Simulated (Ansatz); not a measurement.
# Ga2BH (triplet): wave-function methods side by side at distance Ga2–Ga3 = 2.626 Å, cc-pVDZ

One table from this session's results is given with a row withheld; the runs are named, their logs left out.

Method: cc-pVDZ, core rule «outside noble gas», up to 29 orbitals frozen; program: Ansatz 0.2.0, Gaussian basis.

The runs, in order: UHF; CCSD(T) on ROHF; CCSD(T) on UHF; BCCD(T) on ROHF; CISD; CCSDT(Q) on ROHF; CCSDT(Q) on UHF; CASSCF and MRCISD+Q, 4 electrons in 4 orbitals; CASSCF and NEVPT2, 4 electrons in 4 orbitals; CASSCF and NEVPT2, 10 electrons in 10 orbitals.

32 further runs of the same task are left out: 2 for a mislabelled method, 24 that didn't finish, 6 set aside as unsound or not needed.

## The geometry

The geometry derives from a PBE0/def2-TZVP stationary point (not a proven minimum). One bond is set to the value named and the two fragments are kept rigid. No spin-orbit coupling is included. The filled d shell of Ga may be among the frozen orbitals whatever the setting's name suggests; the logs give the count.

4 atoms, charge 0, spin multiplicity 3.

Atoms are counted from 1 here; the program's logs count them from 0.

Bond lengths: B1–Ga2 1.941 Å, B1–H4 1.189 Å, Ga2–Ga3 2.626 Å. Angles: Ga2–B1–H4 180.0°, B1–Ga2–Ga3 180.0°.

The first run:

File in.yaml:

```yaml
crystal:
  periodic: [false, false, false]
  atoms:
    - {symbol: B, position_ang: [0.000000, 0.000000, 1.329901]}
    - {symbol: Ga, position_ang: [0.000000, 0.000000, -0.611083]}
    - {symbol: Ga, position_ang: [0.000000, 0.000000, -3.237247]}
    - {symbol: H, position_ang: [0.000000, 0.000000, 2.518429]}
basis:
  gaussian: {orbitals: cc-pVDZ}
magnetization: {spin_polarized: true, initial_magnetization: 2}
hamiltonian: {xc: hf}
output: {orbitals: {seedname: orbitals}}
```

The run is started by

```sh
$ ansatz run in.yaml --threads 1 --pin off --events-out ev --progress --plain --max-ram 2393MiB
```

Steps of the session up to this table: UHF; CCSD(T) on ROHF; CCSD(T) on UHF; BCCD(T) on ROHF; CISD; CCSDT(Q) on ROHF; CCSDT(Q) on UHF; CASSCF and MRCISD+Q, 4 electrons in 4 orbitals; CASSCF and NEVPT2, 4 electrons in 4 orbitals; CASSCF and NEVPT2, 10 electrons in 10 orbitals.

One table of the session follows, with a row left open; its other results are not shown here.

It belongs to the step «Misses and costs». 

| method | from UCCSDT(Q) (meV) |
| --- | --- |
| ROHF | +5571.3 |
| UHF | +5464.2 |
| RMP2 | +1381.7 |
| UMP2 | +1379.0 |
| RCCSD | +296.7 |
| UCCSD | +289.8 |
| RCCSD(T) | ? |
| UCCSD(T) | +75.7 |
| BCCD(T) | +77.8 |
| RCCSDT | +23.1 |
| UCCSDT | +19.3 |
| RCCSDT(Q) | +4.6 |
| UCCSDT(Q) | 0 |
| CASSCF pair | +5173.9 |
| NEVPT2 pair | +1438.8 |

Q: Estimate the row for RCCSD(T) from the others.

As computed: from UCCSDT(Q) (meV): +78.7. In the column «from UCCSDT(Q) (meV)» it lies between BCCD(T) (+77.8) and UCCSD (+289.8).

Not comparable, so not listed: CISD; CASSCF and MRCISD+Q, 4 electrons in 4 orbitals (they don't share determinant, frozen orbitals or solution with the rows shown, or repeat one).

Limits of these values: Left out of the table: CASSCF frontier, NEVPT2 frontier (the active space lost an orbital or holds another state than full CI finds). Restricted and unrestricted rows rest on different reference determinants; where their highest levels disagree by more than a few hundredths of an eV, they describe different states and don't form one ladder. Warnings in the runs' records: passed over end.
